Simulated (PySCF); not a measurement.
**InO under other conditions**

Aim: change spin, charge, geometry, field or solvent of InO, one at a time, and compare with the base run.

Computed with PySCF 2.14.0. Level: method and basis as typed in the scripts.

5 further runs of the same task are left out: 5 that didn't finish.

### Step 1. Starting geometry

InO: 2 atoms, charge 0, spin multiplicity 2.

Bond lengths: In1–O2 1.890 Å.

### Step 2. The base run

Contents of input.py:

```python
from pyscf import gto, scf
from pyscf.geomopt.geometric_solver import optimize

mol = gto.M(
    atom='In 0 0 0; O 0 0 1.89',
    basis='def2-svpd',
    ecp={'In': 'def2-svpd'},
    charge=0,
    spin=1,
    verbose=4,
)
mf = scf.UHF(mol)
mf.kernel()
mol_eq = optimize(mf, maxsteps=30)
print('optimised geometry (angstrom)')
print(mol_eq.tostring('raw'))
print('orbital energies (hartree):', [e[max(0, n-3):n+3].round(4) for e, n in zip(mf.mo_energy, mol.nelec)])
```

Command:

```bash
$ OMP_NUM_THREADS=1 python input.py
```

The log of this run is left out.

In short: at the starting geometry E(SCF) = -263.968903 Eh, 14 cycles, ⟨S²⟩ = 0.796, optimised bond 2.043 Å in 4 steps; the optimisation lowers the energy by 0.207 eV.

### Step 3. Bond 2.835 Å

Variant 1 changes bond length: 1.89 Å → 2.835 Å.

Contents of input.py:

```python
from pyscf import gto, scf
from pyscf.geomopt.geometric_solver import optimize

mol = gto.M(
    atom='In 0 0 0; O 0 0 2.835',
    basis='def2-svpd',
    ecp={'In': 'def2-svpd'},
    charge=0,
    spin=1,
    verbose=4,
)
mf = scf.UHF(mol)
mf.kernel()
mol_eq = optimize(mf, maxsteps=30)
print('optimised geometry (angstrom)')
print(mol_eq.tostring('raw'))
print('orbital energies (hartree):', [e[max(0, n-3):n+3].round(4) for e, n in zip(mf.mo_energy, mol.nelec)])
```

Command:

```bash
$ OMP_NUM_THREADS=1 python input.py
```

### Step 4. Bond 1.833 Å

Variant 2 changes bond length: 1.89 Å → 1.833 Å.

input.py: that of step 2 with these lines changed.

```diff
@@ -4,3 +4,3 @@
 mol = gto.M(
-    atom='In 0 0 0; O 0 0 1.89',
+    atom='In 0 0 0; O 0 0 1.833',
     basis='def2-svpd',
```

### Step 5. Charge +1 (triplet)

Variant 3 changes charge: 0 → 1; spin (2S): 1 → 2.

input.py: that of step 2 with these lines changed.

```diff
@@ -7,4 +7,4 @@
     ecp={'In': 'def2-svpd'},
-    charge=0,
-    spin=1,
+    charge=1,
+    spin=2,
     verbose=4,
```

### Step 6. Bond 1.947 Å

Variant 4 changes bond length: 1.89 Å → 1.947 Å.

input.py: that of step 2 with these lines changed.

```diff
@@ -4,3 +4,3 @@
 mol = gto.M(
-    atom='In 0 0 0; O 0 0 1.89',
+    atom='In 0 0 0; O 0 0 1.947',
     basis='def2-svpd',
```

### Step 7. Bond 2.117 Å

Variant 5 changes bond length: 1.89 Å → 2.117 Å.

input.py: that of step 2 with these lines changed.

```diff
@@ -4,3 +4,3 @@
 mol = gto.M(
-    atom='In 0 0 0; O 0 0 1.89',
+    atom='In 0 0 0; O 0 0 2.117',
     basis='def2-svpd',
```

### Step 8. Electric field 0.005 a.u.

Variant 6 changes electric field: none → 0.005 a.u.; step after the SCF: optimize → analyze.

Contents of input.py:

```python
from pyscf import gto, scf

mol = gto.M(
    atom='In 0 0 0; O 0 0 1.89',
    basis='def2-svpd',
    ecp={'In': 'def2-svpd'},
    charge=0,
    spin=1,
    verbose=4,
)
mf = scf.UHF(mol)
field = 0.005  # electric field along z, atomic units
h = mf.get_hcore() + field*mol.intor('int1e_r')[2]
mf.get_hcore = lambda *args: h
e_nuc = mol.energy_nuc() - field*mol.atom_charges() @ mol.atom_coords()[:, 2]
mf.energy_nuc = lambda *args: e_nuc
mf.kernel()
mf.mulliken_pop()
mf.dip_moment()
print('orbital energies (hartree):', [e[max(0, n-3):n+3].round(4) for e, n in zip(mf.mo_energy, mol.nelec)])
```

What does the calculation give? Wanted: for each run, E(SCF); from base; gap, α spin; SCF dipole; after the SCF.

**Answer**, as computed:

```
                      run  E(SCF) (hartree)  from base (eV)  cycles  gap, α spin (eV)  SCF dipole (D)            after the SCF
                     base       -263.968903               0      14             10.57             n/a  bond 2.043 Å, -0.207 eV
             bond 2.835 Å       -263.945976         +0.6239      19             10.94             n/a  bond 2.103 Å, -1.355 eV
             bond 1.833 Å       -263.960678         +0.2238      14             10.54             n/a  bond 2.044 Å, -0.431 eV
      charge +1 (triplet)       -263.685423         +7.7139      13             12.09             n/a  bond 5.979 Å, -1.474 eV
             bond 1.947 Å       -263.973789         -0.1330      13             10.61             n/a  bond 2.043 Å, -0.074 eV
             bond 2.117 Å       -263.975282         -0.1736      14             10.72             n/a  bond 2.043 Å, -0.033 eV
electric field 0.005 a.u.       -263.962888         +0.1637      13             10.49            2.72                      n/a
```

SCF columns refer to the geometry typed in the script.

In words: The largest comparable shift of the SCF energy, +0.624 eV, comes with the run “bond 2.835 Å”. At the SCF level, going to the triplet with one electron fewer costs 7.71 eV at fixed geometry, which need not be the lowest ionisation.
